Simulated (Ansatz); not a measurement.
Run this with the Ansatz DFT code, driven from Python and show what comes out.

`lizn.py`
```python
"""Energy to split LiZn into its atoms."""

from collections import Counter

import ansatz as az

BASIS = "def2-TZVP"
FUNCTIONAL = "cam_b3lyp"


def total_energy(molecule, charge=0, unpaired=0):
    calc = (
        molecule.calculation()
        .basis(gaussian=BASIS)
        .functional(FUNCTIONAL)
    )
    if charge:
        calc = calc.charge(charge)
    if unpaired:
        calc = calc.spin("collinear", total=unpaired)
    report = calc.run().report
    if report["published_state_doubts"]:
        print("  doubts:", report["published_state_doubts"])
    return report["free_energy_ev"]


def main() -> None:
    geometry_ang = [
        ("Li", [0.0, 0.0, 0.0]),
        ("Zn", [0.0, 0.0, 2.475]),
    ]
    lizn = az.Crystal.molecule()
    for symbol, xyz in geometry_ang:
        lizn = lizn.atom(symbol, xyz)

    # Hund ground states
    unpaired = {"Li": 1, "Zn": 0}
    counts = Counter(site.symbol for site in lizn.cartesian_sites)
    atom_energy = {s: total_energy(az.Crystal.molecule().atom(s, (0, 0, 0)), 0, unpaired[s]) for s in counts}
    whole = total_energy(lizn, 0, 1)
    for s, e in atom_energy.items():
        print(f"{s:2s} x{counts[s]}  {e:14.5f} eV")
    print(f"LiZn: {whole:.5f} eV")
    split = sum(counts[s] * e for s, e in atom_energy.items()) - whole
    print(f"atomisation energy (no zero-point term): {split:.3f} eV, {split / sum(counts.values()):.3f} eV an atom")


if __name__ == "__main__":
    main()
```

```console
$ python lizn.py
Li x1      -203.30442 eV
Zn x1    -48422.87938 eV
LiZn: -48626.17174 eV
atomisation energy (no zero-point term): -0.012 eV, -0.006 eV an atom
```

Caveats:
- Total energies depend on the basis set; only differences at equal settings carry meaning.
- The geometry is a force-field or estimated start, not a minimum of this method, and the basis set is short of its limit. All parts are taken at fixed geometry, without zero-point energy.
- The species is open-shell (spin multiplicity 2).
- The spin state was assumed, and another may lie lower.
- Wall time of the script: 2.4 s on 1 thread of Intel(R) Xeon(R) 6975P-C (Granite Rapids), on a shared host, peak memory 0.21 GiB.

(Lines on the test bed's own set-up are left out of the output.)
